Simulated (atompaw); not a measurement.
# Chlorine: generating and testing a PAW (atompaw) potential

Task: generate the file, and judge it by its logarithmic derivatives, its ghosts and its cutoff.

Program: atompaw 4.2.0.5. Reference atom: PBE, scalar-relativistic, spherical and spin-unpolarised. All values are calculated.

## 1. The design

The settings as typed:

| Property | Result |
| --- | --- |
| element | chlorine (Cl, Z = 17) |
| type | PAW |
| frozen core | [Ne] |
| valence charge | 7 |
| reference configuration | 3s2 3p5 |
| partial waves | 3s (bound): rc 1.10 bohr; 3s channel at -1 Ry: rc 1.10 bohr; 3p (bound): rc 1.10 bohr; 3p channel at 2 Ry: rc 1.10 bohr; 3d channel at -0.15 Ry: rc 1.10 bohr; 3d channel at 2.15 Ry: rc 1.05 bohr |
| local potential | vpsmatchnc scheme with l = 3 at 0 Ry, radius 0.90 bohr |
| core correction | smooth core density matched at 1.00 bohr |
| augmentation charge | besselshape compensation charge, radius 1.10 bohr; PAW radius 1.10 bohr; waves and projectors: custom rrkj gramschmidtortho |

The outer shells as boxes (Hund's rule for the drawing; the calculation is spin-unpolarised):

```
[Ne] core
3s [↑↓]
3p [↑↓][↑↓][↑ ]
```

An earlier all-electron run gives the scale for the radii.

All-electron outer shells of the reference configuration (PBE, scalar-relativistic, ld1.x):

| shell | level (eV) | outermost node (bohr) | outermost maximum (bohr) |
| --- | --- | --- | --- |
| 2s | -252.70 | 0.12 | 0.36 |
| 2p | -191.63 | – | 0.30 |
| 3s | -20.69 | 0.55 | 1.29 |
| 3p | -8.59 | 0.53 | 1.43 |

## 2. The generation run

File Cl.input:

```
Cl 17
GGA-PBE scalarrelativistic loggrid 1500 logderivrange -4 5 226
3 3 0 0 0 0
3 1 5
0 0 0
c
c
v
c
v
2
1.10 1.10 0.90 1.00
y
-1
n
y
2
n
y
-0.15
y
2.15
n
custom rrkj gramschmidtortho besselshape
3 0 vpsmatchnc
1.10
1.10
1.10
1.10
1.10
1.05
PWSCFOUT
UPFDX 0.0125d0 UPFXMIN -7.d0 UPFZMESH 17.d0
END
```

Started as:

```console
atompaw < Cl.input > Cl.log
```

Q: Predict the outcome of this session. Wanted: cutoffs for 10 and 1 mRy, occupied levels; bound ghosts; largest phase difference near zero energy, channels read; lowest eigenvalue of the overlap; share of valence orbitals outside the PAW sphere; UPF file.

The runs gave:

| quantity | value |
| --- | --- |
| cutoffs for 10 and 1 mRy, occupied levels | 120 Ry and 140 Ry |
| bound ghosts | s at -193.22 eV, p at -11.21 eV |
| largest phase difference near zero energy, channels read | 3.140 rad |
| lowest eigenvalue of the overlap (Bessel basis) | 0.224 (d) |
| share of valence orbitals outside the PAW sphere | 3s 77 %, 3p 84 % |
| UPF file | written |

In words: A bound ghost (s, p) makes it unfit for use: electrons can fall into a state that the atom doesn't have. It counts as hard, with 120 Ry needed at the looser tolerance. The slowest occupied level is 3p: taken alone it needs 120 Ry to come within 1 mRy, against 40 Ry for 3s. Of the channels read, p scatters worst near zero energy, by up to 3.14 rad (at the energies tabulated). A step near π is an extra or missing state, not a misfit of shape. The pseudo curves have a pole with no partner nearby in the atom's: p at -0.82 Ry. These are tests on the free atom; a crystal test is still owed.
